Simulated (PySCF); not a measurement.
# Dy(OH)3: other functionals and bases at one geometry

Aim: see how levels, charges and forces of Dy(OH)3 depend on the level of theory. The species was built from a template and needn't be a known compound.

Computed with PySCF 2.14.0. Level: several levels, as the steps say, no spin–orbit coupling.

## (1) Where the work starts

7 atoms, charge 0, spin multiplicity 1.

Bond lengths: Dy1–O2 2.047 Å, Dy1–O4 2.047 Å, Dy1–O6 2.047 Å, O2–H3 0.955 Å, O4–H5 0.955 Å, O6–H7 0.955 Å. Angles: O2–Dy1–O4 120.0°, O2–Dy1–O6 120.0°, O4–Dy1–O6 120.0°, Dy1–O2–H3 179.9°, Dy1–O4–H5 179.9°, Dy1–O6–H7 179.9°.

As a file:

```xyz
7

Dy    0.00000    0.00000    0.13997
O     2.04674    0.00002    0.14408
H     3.00205    0.00003    0.14778
O    -1.02339    1.77252    0.14408
H    -1.50105    2.59983    0.14778
O    -1.02335   -1.77254    0.14408
H    -1.50100   -2.59987    0.14778
```

Formal oxidation states: Dy +3. Each metal's 9 4f electrons lie in its core potential, so multiplicities, spins and levels count the valence alone. An earlier session relaxed this geometry at PBE0, Dy lcecp-1-SVP with ECP55, O def2-SVP, H def2-SVP (singlet, point group D3h).

At PBE0 on the finer grid: E = -264.315052 Eh, HOMO -7.62 eV, LUMO -1.29 eV, Mulliken charge on Dy1 +1.07 e, largest force component 0.006 eV/Å. 

Levels to run: TPSSh; revPBE; PBE0, TZVP. Hardware: 2 threads of Intel Xeon Platinum 8259CL at 2.50GHz (Skylake/Cascade Lake), shared host.

## (2) TPSSh

File run.py (the lines that set the calculation):

```python
mol = gto.M(atom='''
Dy     0.00000     0.00000     0.13997
O      2.04674     0.00002     0.14408
H      3.00205     0.00003     0.14778
O     -1.02339     1.77252     0.14408
H     -1.50105     2.59983     0.14778
O     -1.02335    -1.77254     0.14408
H     -1.50100    -2.59987     0.14778''',
    basis={'Dy': 'lcecp-1-SVP', 'O': 'def2-SVP', 'H': 'def2-SVP'},
    ecp={'Dy': 'lcecp-1-SVP'},
    charge=0, spin=0)
mf = dft.RKS(mol, xc='TPSSH')
mf.grids.atom_grid = (75, 302)  # f atoms: unpruned, at least (60, 302)
mf = mf.density_fit()  # fitting sets: Dy AutoAux, O def2-universal-JKFIT, H def2-universal-JKFIT
mf.conv_tol = 1e-08; mf.max_cycle = 55
mf.kernel(dm0)  # dm0: the density of the relaxed state
```

Run with:

```
$ OMP_NUM_THREADS=2 python run.py
```

## (3) revPBE

run.py (the lines that set the calculation): that of step 2 with these lines changed.

```diff
@@ -11,3 +11,3 @@
     charge=0, spin=0)
-mf = dft.RKS(mol, xc='TPSSH')
+mf = dft.RKS(mol, xc='PBE_R,PBE')
 mf.grids.atom_grid = (75, 302)  # f atoms: unpruned, at least (60, 302)
```

## (4) PBE0, TZVP

Basis: Dy lcecp-1-TZVP with ECP55, O def2-TZVP, H def2-TZVP. 

File run.py (the lines that set the calculation):

```python
mol = gto.M(atom='''
Dy     0.00000     0.00000     0.13997
O      2.04674     0.00002     0.14408
H      3.00205     0.00003     0.14778
O     -1.02339     1.77252     0.14408
H     -1.50105     2.59983     0.14778
O     -1.02335    -1.77254     0.14408
H     -1.50100    -2.59987     0.14778''',
    basis={'Dy': 'lcecp-1-TZVP', 'O': 'def2-TZVP', 'H': 'def2-TZVP'},
    ecp={'Dy': 'lcecp-1-TZVP'},
    charge=0, spin=0)
mf = dft.RKS(mol, xc='PBE0')
mf.grids.atom_grid = (75, 302)  # f atoms: unpruned, at least (60, 302)
mf = mf.density_fit()  # fitting sets: Dy AutoAux, O def2-universal-JKFIT, H def2-universal-JKFIT
mf.conv_tol = 1e-08; mf.max_cycle = 55
mf.kernel(dm0)  # dm0: free metal ions and neutral atoms
```

What does the calculation give? Wanted: for each run, HOMO; gap; charge on Dy1; dipole; largest force.

The runs gave:

| level | state | HOMO (eV) | gap (eV) | charge on Dy1 (e) | dipole (D) | largest force (eV/Å) | basis functions | time |
| --- | --- | --- | --- | --- | --- | --- | --- | --- |
| PBE0 (relaxed here) | singlet | -7.62 | 6.33 | 1.07 | 0.01 | 0.01 | 90 | 23 s |
| TPSSh | singlet | -6.68 | 5.19 | 1.04 | 0.01 | 0.30 | 90 | 15 s |
| revPBE | singlet | -5.87 | 3.98 | 0.88 | 0.01 | 0.59 | 90 | 12 s |
| PBE0, TZVP | singlet | -7.88 | 6.52 | 1.64 | 0.02 | 0.27 | 158 | 26 s |

Times are on 2 threads of Intel Xeon Platinum 8259CL at 2.50GHz (Skylake/Cascade Lake), shared host; the first row also made further properties.

In one basis the HOMO–LUMO gap runs from 3.98 eV (revPBE) to 6.33 eV (PBE0); the widest gap comes with exact exchange. The largest leftover force, 0.59 eV/Å with revPBE, stands at a geometry relaxed at another level. The Mulliken charge on Dy spans +0.88 to +1.64 e over the levels. With 4f in the core, its levels are missing from HOMO and gap. Total energies of different levels can't be compared. Spin–orbit coupling is left out throughout.
